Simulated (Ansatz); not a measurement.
This script makes an atomisation energy of CH5NSSi, SMILES C1N[SiH2]S1 with Ansatz's Python interface.

Script `tae_ch5nssi.py`:
```python
"""Atomisation energy of CH5NSSi at the given geometry."""

from collections import Counter
import logging
import sys

import ansatz as az
from ase import Atoms

logging.basicConfig(stream=sys.stdout, format="[%(levelname)s] %(message)s")
logger = logging.getLogger("calc")
logger.setLevel(logging.INFO)


def energy(molecule, charge=0, unpaired=0):
    calc = molecule.calculation().basis(gaussian="6-31G*").functional("r2scan0").accuracy("medium")
    if charge:
        calc = calc.charge(charge)
    if unpaired:
        calc = calc.spin("collinear", total=unpaired)
    return calc.run(threads=1, backend="cpu").report["free_energy_ev"]


def main() -> None:
    atoms = Atoms(["C", "N", "Si", "S", "H", "H", "H", "H", "H"], positions=[
        (-0.2841, 0.9962, -0.4193),
        (0.7857, 0.0705, -0.4126),
        (0.1112, -0.9847, 0.7497),
        (-1.4957, -0.3046, -0.2501),
        (-0.418, 1.5851, -1.3923),
        (-0.3293, 1.7996, 0.3784),
        (0.8281, -0.4592, -1.2723),
        (0.582, -2.3561, 0.4443),
        (0.3085, -0.3931, 2.1571),
    ])
    molecule = az.Crystal.molecule_from_ase(atoms)

    # Hund ground states
    unpaired = {"C": 2, "N": 3, "Si": 2, "S": 2, "H": 1}
    counts = Counter(site.symbol for site in molecule.cartesian_sites)
    atom_energy = {s: energy(az.Crystal.molecule().atom(s, (0, 0, 0)), 0, unpaired[s]) for s in counts}
    whole = energy(molecule, 0, 0)
    for s, e in atom_energy.items():
        logger.info(f"{s:2s} x{counts[s]}  {e:14.5f} eV")
    logger.info(f"CH5NSSi: {whole:.5f} eV")
    split = sum(counts[s] * e for s, e in atom_energy.items()) - whole
    logger.info(f"atomisation energy (no zero-point term): {96.485332 * split:.1f} kJ/mol, {split / sum(counts.values()):.3f} eV an atom")


if __name__ == "__main__":
    main()
```

What does it cost to take this molecule apart into atoms?

2856.4 kJ/mol from the electronic energies, without the zero-point term.

The run itself:

Output of `python tae_ch5nssi.py`:
```text
[INFO] C  x1     -1029.18038 eV
[INFO] N  x1     -1484.73425 eV
[INFO] Si x1     -7872.81705 eV
[INFO] S  x1    -10831.69893 eV
[INFO] H  x5       -13.55743 eV
[INFO] CH5NSSi: -21315.82194 eV
[INFO] atomisation energy (no zero-point term): 2856.4 kJ/mol, 3.289 eV an atom
```

What to keep in mind:
- The settings weren't tested for convergence.
- The geometry is a force-field or estimated start, not a minimum of this method, and the basis set is short of its limit. All parts are taken at fixed geometry, without zero-point energy.
- Run time: 9.2 s on 1 thread of Arm Neoverse V1 (shared host), peak memory 0.24 GiB.

(Lines on the test bed's own set-up are left out of the output.)
